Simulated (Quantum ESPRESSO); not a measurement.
Crystal: TaF3.

```
Ta F
1.0
     3.90120    0.00000    0.00000
     0.00000    3.90120    0.00000
     0.00000    0.00000    3.90120
Ta F
1 3
Direct
  0.00000 0.00000 0.00000
  0.50000 0.00000 0.00000
  0.00000 0.50000 0.00000
  0.00000 0.00000 0.50000
```

```yaml
Program: Quantum ESPRESSO 7.5
Task: phonons
Functional: PBE
Potentials_or_basis: PseudoDojo 0.4.1 SR PBE standard
Cutoff: 1143 eV
Density_cutoff: 4572 eV
k_mesh: 5 × 5 × 5
Occupations: cold, width 0.2 eV
Spin: no spin polarisation
Mixing_beta: 0.5
Most_SCF_iterations: 120
SCF_threshold: 8e-10 Ry
```

**Question.** Which optical modes does the crystal have at the zone centre, and which show in infrared and Raman spectra?

**Answer.** The optical modes are T2u + 2T1u. Infrared active: 2T1u. None is Raman active.

Optical modes at Γ, degenerate ones joined:
```
cm⁻¹  components  symmetry  active in
 199           3       T2u     silent
 234           3       T1u         IR
 745           3       T1u         IR
```

Caveat: the k mesh is coarse; the mesh is thin for the phonons of a metal; the cell is more than 3 GPa from zero pressure, which shifts response properties.
